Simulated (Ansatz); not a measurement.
**CH8NPSSi: small, medium and large basis sets**

How large a basis does CH8NPSSi need? Two functionals are run in growing sets.

Method: one geometry, several basis sets; program: Ansatz 0.2.0, Gaussian basis.

The runs, in order: PBE0-D4/def2-SVP; ωB97M-V/def2-SVP; PBE0-D4/def2-QZVPP; ωB97M-V/def2-QZVPP; the functionals' def2-TZVPP values are taken from earlier runs.

## (1) The geometry

An earlier PBE0-D4 in a triple-zeta def2 set relaxation fixed the geometry.

SMILES `C[SiH2]NPS`, 13 atoms, charge 0, spin multiplicity 1.

Atoms are counted from 1 here; the program's logs count them from 0.

Bond lengths: C1–Si2 1.863 Å, C1–H6 1.093 Å, C1–H7 1.092 Å, C1–H8 1.094 Å, Si2–N3 1.740 Å, Si2–H9 1.488 Å, Si2–H10 1.489 Å, N3–P4 1.693 Å, N3–H11 1.010 Å, P4–S5 2.134 Å, P4–H12 1.416 Å, S5–H13 1.345 Å. Angles: Si2–C1–H6 110.8°, Si2–C1–H7 110.8°, Si2–C1–H8 110.6°, H6–C1–H7 108.0°, H6–C1–H8 107.9°, H7–C1–H8 108.7°, C1–Si2–N3 113.6°, C1–Si2–H9 110.6°, C1–Si2–H10 109.4°, N3–Si2–H9 105.1°, N3–Si2–H10 108.4°, H9–Si2–H10 109.7°, Si2–N3–P4 127.9°, Si2–N3–H11 118.1°, P4–N3–H11 112.0°, N3–P4–S5 108.6°, N3–P4–H12 97.6°, S5–P4–H12 94.8° and more.

## (2) PBE0-D4 in def2-SVP

in.yaml reads:

```yaml
crystal:
  periodic: [false, false, false]
  atoms:
    - {symbol: C, position_ang: [-1.705884, -0.654276, -0.236012]}
    - {symbol: Si, position_ang: [0.087270, -1.075687, 0.045896]}
    - {symbol: N, position_ang: [0.894350, 0.009910, 1.140663]}
    - {symbol: P, position_ang: [1.786264, 1.398042, 0.759682]}
    - {symbol: S, position_ang: [0.570943, 2.679726, -0.437561]}
    - {symbol: H, position_ang: [-2.272551, -0.723551, 0.696154]}
    - {symbol: H, position_ang: [-1.809995, 0.363324, -0.618360]}
    - {symbol: H, position_ang: [-2.155337, -1.346255, -0.953760]}
    - {symbol: H, position_ang: [0.852342, -0.980703, -1.226390]}
    - {symbol: H, position_ang: [0.190866, -2.456398, 0.592790]}
    - {symbol: H, position_ang: [0.634531, -0.017539, 2.116115]}
    - {symbol: H, position_ang: [2.508666, 0.863334, -0.334996]}
    - {symbol: H, position_ang: [0.438634, 1.905175, -1.529317]}
basis:
  gaussian: {orbitals: def2-SVP}
hamiltonian: {xc: pbe0, dispersion: d4}
output: {orbitals: {seedname: orbitals}}
```

The runs that follow: ωB97M-V in def2-SVP; PBE0-D4 in def2-QZVPP; ωB97M-V in def2-QZVPP.

Q: Predict the results of all the runs planned. Wanted: PBE0-D4: double and triple zeta above quadruple; ωB97M-V: double and triple zeta above quadruple.

The runs gave:

| quantity | value |
| --- | --- |
| PBE0-D4: double and triple zeta above quadruple | 14.12, 1.07 eV |
| ωB97M-V: double and triple zeta above quadruple | 14.22, 1.01 eV |

In words: PBE0-D4 gains 13.06 eV from double to triple zeta, then 1.07 eV more. These are total energies; as a rule much of such shifts cancels in differences, which this series doesn't test. The LUMO of ωB97M-V is positive and keeps falling with the basis (2.33 to 1.27 eV): an unbound level that the basis holds in place.
